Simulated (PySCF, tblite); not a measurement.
# C3H10Si2: dynamics, then NMR shifts on frames, part 2 of 2

tblite 0.8.0 and PySCF 2.14.0. Atoms count from 0.

## Step 5: Shielding tensors: 625 fs, PBE0/pcSseg-1

Job settings and geometry (Å):

```
{"job": {"kind": "nmr", "xc": "PBE0", "basis": "pcSseg-1", "pop": false}, "charge": 0, "multiplicity": 1}
C     -0.322100    -0.675800     0.063900
C     -1.773900    -0.146900    -0.094400
Si    -1.842200     1.640800    -0.782600
Si     0.285100     2.128500     0.129000
C      0.333000     0.332900     0.993000
H      0.154900    -0.738800    -0.919100
H     -0.303700    -1.731200     0.352800
H     -2.267600    -0.124300     0.895700
H     -2.364000    -0.882600    -0.580100
H     -2.048600     1.821800    -2.156100
H     -3.009500     2.167300    -0.053900
H      0.410100     3.243400     1.032400
H      1.461900     2.109100    -0.728300
H     -0.254900     0.364300     1.950200
H      1.395300     0.211600     1.286100
```

Level: GIAO PBE0/pcSseg-1 NMR shielding, non-relativistic, gas phase.

Standard output:

```text
coarse grid: 12712 points
cycle   1  E = -698.8033861090  dE =  2.041e-01  |g| = 3.782e-01  |ddm| = 3.352e+00
cycle   2  E = -698.7722474896  dE =  3.114e-02  |g| = 5.040e-01  |ddm| = 8.416e-01
cycle   3  E = -698.8423949344  dE = -7.015e-02  |g| = 3.424e-02  |ddm| = 5.410e-01
cycle   4  E = -698.8426812086  dE = -2.863e-04  |g| = 1.188e-02  |ddm| = 5.375e-02
cycle   5  E = -698.8427141118  dE = -3.290e-05  |g| = 4.219e-03  |ddm| = 1.682e-02
cycle   6  E = -698.8427187822  dE = -4.670e-06  |g| = 7.515e-04  |ddm| = 4.307e-03
final grid: 111200 points
cycle   7  E = -698.8716448421  dE = -2.027e-05  |g| = 6.524e-03  |ddm| = 2.059e-02
cycle   8  E = -698.8716349869  dE =  9.855e-06  |g| = 8.831e-03  |ddm| = 1.439e-02
cycle   9  E = -698.8716557705  dE = -2.078e-05  |g| = 4.494e-04  |ddm| = 8.751e-03
cycle  10  E = -698.8716558172  dE = -4.673e-08  |g| = 1.261e-04  |ddm| = 6.641e-04
cycle  11  E = -698.8716558209  dE = -3.687e-09  |g| = 4.174e-05  |ddm| = 1.428e-04
cycle  12  E = -698.8716558213  dE = -4.409e-10  |g| = 7.639e-06  |ddm| = 4.667e-05
converged SCF energy = -698.8716558213

GIAO shielding tensors (ppm)
atom      isotropic    diamagn.    paramagn.     s11        s22        s33       span
  0 C      160.132     246.551     -86.419    146.816    162.665    170.915     24.099
  1 C      168.938     251.199     -82.261    152.839    160.339    193.636     40.797
  2 Si     428.844     879.834    -450.990    391.623    418.973    475.936     84.313
  3 Si     414.312     880.227    -465.915    374.423    400.743    467.772     93.349
  4 C      166.327     249.415     -83.089    144.180    162.768    192.032     47.852
  5 H       30.724      32.200      -1.476     27.335     27.588     37.249      9.913
  6 H       29.406      30.791      -1.385     24.009     26.751     37.458     13.449
  7 H       31.043      31.424      -0.380     26.455     28.590     38.085     11.629
  8 H       30.739      30.909      -0.171     25.149     28.408     38.658     13.509
  9 H       28.838      29.382      -0.543     25.162     25.715     35.638     10.476
 10 H       27.860      28.561      -0.702     23.925     25.613     34.041     10.117
 11 H       28.051      29.321      -1.270     24.740     25.185     34.228      9.488
 12 H       28.043      29.580      -1.537     24.332     25.647     34.150      9.818
 13 H       30.478      30.718      -0.240     26.071     28.016     37.347     11.276
 14 H       29.571      30.305      -0.734     23.949     27.216     37.548     13.599
```

Run time: 12 s. Hardware: 1 thread of Arm Neoverse V1, shared host; peak memory 0.73 GiB.

This run: δ C0 26.8, C4 20.6, C1 18.0, Si3 -65.2, H10 3.86, H12 3.67 ppm.

## Step 6: NMR shieldings: 800 fs, PBE0/pcSseg-1

Job settings and geometry (Å):

```
{"job": {"kind": "nmr", "xc": "PBE0", "basis": "pcSseg-1", "pop": false}, "charge": 0, "multiplicity": 1}
C     -0.091300    -0.507900     0.805500
C     -1.554100    -0.623000     0.432300
Si    -1.823400     0.876700    -0.780800
Si    -0.433100     2.303700     0.283800
C      0.289400     0.896600     1.326900
H      0.546000    -0.761100    -0.089900
H      0.011600    -1.429800     1.467900
H     -2.152600    -0.646600     1.417700
H     -1.696000    -1.508400    -0.172400
H     -1.463600     0.463200    -2.156600
H     -3.187100     1.352900    -0.827100
H     -1.073400     3.306100     1.181700
H      0.519100     3.027800    -0.556400
H      0.183200     1.082900     2.415300
H      1.403100     0.964600     1.298100
```

Method: GIAO PBE0/pcSseg-1 NMR shielding, non-relativistic, gas phase.

Standard output:

```text
coarse grid: 12712 points
cycle   1  E = -698.8065847784  dE =  2.170e-01  |g| = 3.568e-01  |ddm| = 3.345e+00
cycle   2  E = -698.7822305501  dE =  2.435e-02  |g| = 4.638e-01  |ddm| = 7.569e-01
cycle   3  E = -698.8409180828  dE = -5.869e-02  |g| = 3.577e-02  |ddm| = 4.898e-01
cycle   4  E = -698.8412562076  dE = -3.381e-04  |g| = 1.083e-02  |ddm| = 5.579e-02
cycle   5  E = -698.8412825171  dE = -2.631e-05  |g| = 4.028e-03  |ddm| = 1.439e-02
cycle   6  E = -698.8412867749  dE = -4.258e-06  |g| = 4.974e-04  |ddm| = 3.906e-03
final grid: 111200 points
cycle   7  E = -698.8699805581  dE = -1.747e-05  |g| = 6.013e-03  |ddm| = 2.196e-02
cycle   8  E = -698.8699712677  dE =  9.290e-06  |g| = 8.359e-03  |ddm| = 1.380e-02
cycle   9  E = -698.8699901828  dE = -1.892e-05  |g| = 3.081e-04  |ddm| = 8.154e-03
cycle  10  E = -698.8699902014  dE = -1.861e-08  |g| = 7.188e-05  |ddm| = 4.342e-04
cycle  11  E = -698.8699902025  dE = -1.047e-09  |g| = 3.747e-05  |ddm| = 1.017e-04
cycle  12  E = -698.8699902028  dE = -3.369e-10  |g| = 3.208e-06  |ddm| = 3.424e-05
converged SCF energy = -698.8699902028

GIAO shielding tensors (ppm)
atom      isotropic    diamagn.    paramagn.     s11        s22        s33       span
  0 C      152.618     247.770     -95.151    132.106    161.111    164.638     32.533
  1 C      162.984     253.807     -90.823    145.685    158.893    184.375     38.691
  2 Si     417.005     879.638    -462.633    360.516    403.671    486.828    126.312
  3 Si     427.424     880.207    -452.782    386.775    416.480    479.018     92.244
  4 C      178.405     250.411     -72.006    157.227    174.422    203.566     46.339
  5 H       29.768      31.967      -2.198     24.554     28.099     36.652     12.098
  6 H       27.570      29.851      -2.282     21.120     26.558     35.031     13.912
  7 H       29.150      29.125       0.025     24.227     26.954     36.268     12.041
  8 H       29.836      31.457      -1.621     25.039     27.752     36.718     11.679
  9 H       27.853      28.622      -0.770     24.107     25.392     34.059      9.951
 10 H       27.973      28.705      -0.732     24.495     25.208     34.217      9.722
 11 H       27.677      28.397      -0.720     24.026     25.151     33.855      9.829
 12 H       28.046      28.655      -0.610     24.528     25.241     34.369      9.841
 13 H       30.163      29.337       0.826     24.238     27.523     38.729     14.491
 14 H       29.744      30.312      -0.569     23.967     27.510     37.754     13.787
```

Wall time 12 s (1 thread of Arm Neoverse V1, shared host); peak memory 0.74 GiB.

Key values: δ C0 34.3, C1 23.9, C4 8.5, Si2 -67.8, H6 4.15, H11 4.04 ppm.

## Step 7: NMR shieldings: 1000 fs, PBE0/pcSseg-1

Job settings and geometry (Å):

```
{"job": {"kind": "nmr", "xc": "PBE0", "basis": "pcSseg-1", "pop": false}, "charge": 0, "multiplicity": 1}
C      0.544000     0.131900     1.077300
C     -0.774900    -0.510400     0.665500
Si    -1.516600     0.620100    -0.678400
Si    -0.490700     2.555800     0.045600
C      0.409500     1.554600     1.446000
H      1.204800     0.085900     0.204600
H      0.997800    -0.630700     1.712700
H     -1.495400    -0.403500     1.462100
H     -0.603800    -1.555400     0.427700
H     -1.449100     0.373900    -2.129200
H     -3.023400     0.392200    -0.527400
H     -1.310800     3.583400     0.679100
H      0.586100     3.029600    -0.902100
H     -0.241100     1.621900     2.373000
H      1.429200     2.023600     1.712400
```

Level: GIAO PBE0/pcSseg-1 NMR shielding, non-relativistic, gas phase.

Standard output:

```text
coarse grid: 12712 points
cycle   1  E = -698.8006368031  dE =  2.750e-01  |g| = 3.854e-01  |ddm| = 3.359e+00
cycle   2  E = -698.7710625296  dE =  2.957e-02  |g| = 5.043e-01  |ddm| = 8.393e-01
cycle   3  E = -698.8408142889  dE = -6.975e-02  |g| = 3.603e-02  |ddm| = 5.362e-01
cycle   4  E = -698.8411564053  dE = -3.421e-04  |g| = 1.146e-02  |ddm| = 6.034e-02
cycle   5  E = -698.8411888464  dE = -3.244e-05  |g| = 4.120e-03  |ddm| = 1.870e-02
cycle   6  E = -698.8411937411  dE = -4.895e-06  |g| = 7.669e-04  |ddm| = 5.089e-03
final grid: 111200 points
cycle   7  E = -698.8699491987  dE = -2.066e-05  |g| = 6.508e-03  |ddm| = 2.127e-02
cycle   8  E = -698.8699396525  dE =  9.546e-06  |g| = 8.741e-03  |ddm| = 1.399e-02
cycle   9  E = -698.8699600837  dE = -2.043e-05  |g| = 4.136e-04  |ddm| = 8.592e-03
cycle  10  E = -698.8699601229  dE = -3.914e-08  |g| = 1.138e-04  |ddm| = 5.938e-04
cycle  11  E = -698.8699601257  dE = -2.848e-09  |g| = 4.275e-05  |ddm| = 1.280e-04
cycle  12  E = -698.8699601262  dE = -4.618e-10  |g| = 5.430e-06  |ddm| = 4.653e-05
converged SCF energy = -698.8699601262

GIAO shielding tensors (ppm)
atom      isotropic    diamagn.    paramagn.     s11        s22        s33       span
  0 C      161.126     251.368     -90.242    144.164    164.092    175.121     30.957
  1 C      168.691     252.969     -84.278    156.087    160.744    189.241     33.153
  2 Si     425.331     879.620    -454.288    373.725    397.417    504.852    131.128
  3 Si     423.208     880.105    -456.897    405.015    406.374    458.234     53.219
  4 C      168.909     249.602     -80.693    155.182    165.254    186.290     31.108
  5 H       30.813      33.765      -2.952     26.617     28.474     37.347     10.730
  6 H       29.092      31.329      -2.238     22.380     27.708     37.188     14.808
  7 H       31.522      32.428      -0.906     27.097     29.295     38.174     11.078
  8 H       29.995      31.989      -1.994     24.635     27.751     37.599     12.963
  9 H       27.724      28.547      -0.824     24.338     24.834     33.999      9.661
 10 H       27.164      27.983      -0.819     23.529     24.955     33.009      9.480
 11 H       27.727      28.727      -1.001     24.147     25.162     33.871      9.723
 12 H       27.296      28.301      -1.006     23.820     24.646     33.420      9.600
 13 H       30.181      28.849       1.332     25.114     27.804     37.624     12.510
 14 H       28.535      27.378       1.157     23.284     26.201     36.120     12.836
```

Wall time 12 s (1 thread of Arm Neoverse V1, shared host); peak memory 0.74 GiB.

Key values: δ C0 25.8, C1 18.2, C4 18.0, Si3 -74.0, H10 4.55, H12 4.42 ppm.

## Step 8: Side by side: NMR shifts

Shifts (ppm) of some atoms, chosen among heavy atoms and hydrogens apart, with basis size and wall time:

```
  frame    C0    C1    C4    H6    H7    Si2    Si3  functions  time
 250 fs  31.9  18.7  18.3  3.45  0.51  -66.2  -71.9        149  12 s
 425 fs  32.2  24.2  22.3  2.35  2.02  -58.7  -75.4        149  12 s
 625 fs  26.8  18.0  20.6  2.31  0.67  -79.7  -65.2        149  12 s
 800 fs  34.3  23.9   8.5  4.15  2.57  -67.8  -78.3        149  12 s
1000 fs  25.8  18.2  18.0  2.63  0.20  -76.2  -74.0        149  12 s
```

## Step 9: Summary of results

What follows sums up all 2 parts.

```
                                       quantity                                                           value
                                     thermostat                                                           400 K
                  mean temperature, second half                                                           381 K
        mean potential energy above the minimum                                                         0.62 eV
 13C shifts against TMS (PBE0/pcSseg-1, 250 fs)                                            31.9, 18.7, 18.3 ppm
  1H shifts against TMS (PBE0/pcSseg-1, 250 fs)  4.36, 4.05, 3.78, 3.76, 3.45, 1.69, 1.67, 1.48, 1.22, 0.51 ppm
29Si shifts against TMS (PBE0/pcSseg-1, 250 fs)                                                -66.2, -71.9 ppm
                      range of the shift of Si2                                              -79.7 to -58.7 ppm
```

What this shows: In the second half the potential energy averages 0.62 eV above the minimum; equipartition over 39 harmonic modes at 400 K would give 0.67 eV. With 15 atoms the temperature swings widely (226 to 563 K). Shifts at one fixed geometry are not the observed spectrum, which averages over the motion. In the first frame run (250 fs): The largest span, 117 ppm, is at Si3, where the paramagnetic term is -459 ppm. In ppm, Si2 moves most: its shift spreads over 21.0 ppm, from -79.7 (625 fs) to -58.7 (425 fs).
